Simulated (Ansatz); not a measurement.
# FH₆NSi₂, SMILES F[SiH2]N[SiH3]: a rigid torsion scan

Run with Ansatz 0.2.0, Python API.

Script `torsion.py`:
```python
"""Energy of FH6NSi2 as one group turns about a bond."""

import ansatz as az
from ase import Atoms

atoms = Atoms(["F", "Si", "N", "Si", "H", "H", "H", "H", "H", "H"], positions=[
    (-0.6923, 1.5574, -2.141),
    (-0.3741, 1.1495, -0.6269),
    (-0.309, -0.5144, -0.6577),
    (0.2219, -1.044, 0.8989),
    (0.8929, 1.7346, -0.2329),
    (-1.5092, 1.6092, 0.2366),
    (0.4299, -0.779, -1.3458),
    (1.5864, -0.4923, 1.1629),
    (0.3444, -2.539, 0.837),
    (-0.7657, -0.6215, 1.9322),
])

# start the scan from a relaxed geometry
first = az.Crystal.molecule_from_ase(atoms).calculation()
first = first.basis(gaussian="def2-SVP").functional("pbe")
first = first.relax(force_tolerance=0.02, max_steps=80)
atoms.positions = first.run(threads=1, pin="off").report["positions_ang"]

start = atoms.get_dihedral(1, 2, 3, 7)
energies = {}
for turn in range(0, 121, 15):
    turned = atoms.copy()
    turned.set_dihedral(1, 2, 3, 7, start + turn, indices=[3, 7, 8, 9])
    calc = (
        az.Crystal.molecule_from_ase(turned).calculation()
        .basis(gaussian="def2-SVP")
        .functional("pbe")
    )
    energies[round((start + turn) % 360)] = calc.run(threads=1, pin="off").report["free_energy_ev"]
floor = min(energies.values())
print("dihedral Si1-N2-Si3-H7 (deg)   E - E(min) (eV)")
for angle, e in sorted(energies.items()):
    print(f"{angle:8d} {(e - floor):14.3f}  " + "#" * int(30 * (e - floor) / max(max(energies.values()) - floor, 1e-9)))
```

```console
$ python torsion.py
dihedral Si1-N2-Si3-H7 (deg)   E - E(min) (eV)
     229          0.000
     244          0.009  ###
     259          0.029  ############
     274          0.051  #####################
     289          0.067  ############################
     304          0.071  ##############################
     319          0.062  ##########################
     334          0.047  ###################
     349          0.033  #############
```

The scan is rigid and the energies are electronic, in a modest basis. With rigid groups the curve can differ much from the relaxed path, the start wasn't checked as a minimum of this torsion, and equivalent turns needn't return to the same energy. Run time: 110 s on 1 thread of Arm Neoverse N1, on a shared host, peak memory 0.2 GiB.
